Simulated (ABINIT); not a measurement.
Crystal: GaGe.

```xyz
2
Lattice="0.0000 2.8978 2.8978 2.8978 0.0000 2.8978 2.8978 2.8978 0.0000" Properties=species:S:1:pos:R:3 pbc="T T T"
Ge    0.0000    0.0000    0.0000
Ga    1.4489    1.4489    1.4489
```

The cell comes from a database or a generator and needn't be the stable form of this composition.

Base run:

| Property | Result |
| --- | --- |
| Program | ABINIT 10.8.3 (patched build) |
| Functional | LDA |
| Potentials or basis | JTH PAW PBE v2.0 |
| Cutoff | 707 eV |
| k mesh | 8 × 8 × 8 |
| Occupations | fermi-dirac, width 0.05 eV |
| Spin | no spin polarisation |

Its results: band gap on the k mesh none (metal or under the smearing width); pressure -4.1 GPa.

Q: The run is repeated on the same cell with these changes: functional from LDA to BLYP. What comes out?

A: Band gap on the k mesh none (metal or under the smearing width); pressure 3.3 GPa.

BLYP binds less tightly than LDA, so the same cell stands under more pressure.

Caveats: the PAW data sets were made with another functional, which shifts forces and pressure a little.
